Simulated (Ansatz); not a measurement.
Lu3Si in Ansatz: convergence with k mesh

The system is Lu3Si.

```
Lu Si
1.0
    -2.19457    2.19457    4.95772
     2.19457   -2.19457    4.95772
     2.19457    2.19457   -4.95772
Lu Si
3 1
Cartesian
  -0.0136 0.0306 4.9598
  2.2239 -0.0099 2.4925
  0.0259 2.2573 2.4644
  0.0229 -0.0071 -0.0342
```

The cell comes from a database or a generator and needn't be the stable form of this composition.

The cell isn't the ideal one: atoms moved at random, drawn with an rms of 0.05 Å.

```yaml
Program: Ansatz 0.2.0
Task: convergence study
Functional: PBE
Potentials_or_basis: PseudoDojo standard (PBE files)
Cutoff: 1361 eV
Density_cutoff: 5442 eV
k_mesh: 2 × 2 × 3
Occupations: methfessel-paxton, width 0.1 eV
Spin: no spin polarisation
```

These are the settings of the first run; the series varies k mesh, with any setting tied to it.

Hardware: 2 threads of Arm Neoverse V2, with other jobs on the host.

```csv
k mesh,"energy less the tightest run, at zero smearing (meV/atom)",pressure (GPa),largest force (eV/Å),SCF cycles,CPU time (s),peak memory (GiB)
2 × 2 × 3,-44.29,-0.97,0.632,10,15,0.67
3 × 3 × 3,14.65,-1.24,0.473,10,31,0.74
3 × 3 × 4,-0.13,-0.88,0.521,10,38,0.79
4 × 4 × 5,2.04,-0.63,0.494,10,83,1
5 × 5 × 6,1.83,-0.63,0.477,10,150,1.4
6 × 6 × 8,-0.83,-0.69,0.497,10,290,2.1
8 × 8 × 10,0.08,-0.73,0.491,10,650,3.8
9 × 9 × 12,0.00,-0.71,0.483,10,1000,5.6
```

Against the tightest run, the energy stays within 1 meV/atom from 6 × 6 × 8 on; the pressure stays within 0.1 GPa from 4 × 4 × 5 on. Not settled before the last step: the largest force (to 0.005 eV/Å). Meshes of other sizes hit other points, so gaps and Fermi surfaces needn't settle smoothly. The tightest run that finished is the yardstick and may itself not be fully converged.

The run has no spin-orbit coupling, so splittings on Lu are missing.
